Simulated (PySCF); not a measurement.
# C2H7FOSi2: the cost of one run

Computed with PySCF 2.14.0, with density-fitted response routines of our own, on a single molecule in the gas phase. Atoms are numbered from 0 throughout.

## (1) Starting geometry

13 atoms, charge 0, multiplicity 1; geometry from: GFN2-xTB. The atoms were then displaced at random by about 0.01 Å, so the start is not that level's minimum.

Bonds of the start (Å): O0–Si1 1.65, Si1–C2 1.93, C2–Si3 1.89, Si3–F4 1.62, Si3–C5 1.87, C5–Si1 1.92, O0–H6 0.93, Si1–H7 1.49, C2–H8 1.08, C2–H9 1.07, Si3–H10 1.49, C5–H11 1.09, C5–H12 1.08.

## (2) Geometry optimisation at PBE0-D3(BJ)/def2-SVP

What the job is given:

```
{"job": {"xc": "PBE0", "basis": "def2-SVP", "d3": "d3bj", "grid": 1, "shake": 0.01, "kind": "geom"}, "charge": 0, "multiplicity": 1}
O      1.466980    -1.384640    -1.297590
Si     1.030600     0.013970    -0.536900
C     -0.755010     0.478460    -1.092150
Si    -1.345940     0.283820     0.695430
F     -1.777620     1.719190     1.312190
C      0.369810    -0.220640     1.248750
H      2.222770    -1.864430    -1.042450
H      2.108120     1.027380    -0.671180
H     -0.845350     1.488080    -1.467870
H     -1.168330    -0.204080    -1.799020
H     -2.539790    -0.553370     1.008520
H      0.813790     0.428840     2.008710
H      0.425800    -1.229470     1.623260
```

Command:

```sh
$ OMP_NUM_THREADS=1 python probes_run.py task.json out
```

The driver reads the jobs from task.json and runs them one after another.

**Question.** How long does this first job take on 1 thread of Arm Neoverse V1, shared host, and how much memory does it need?

About 37 s, with a peak of 0.51 GiB.
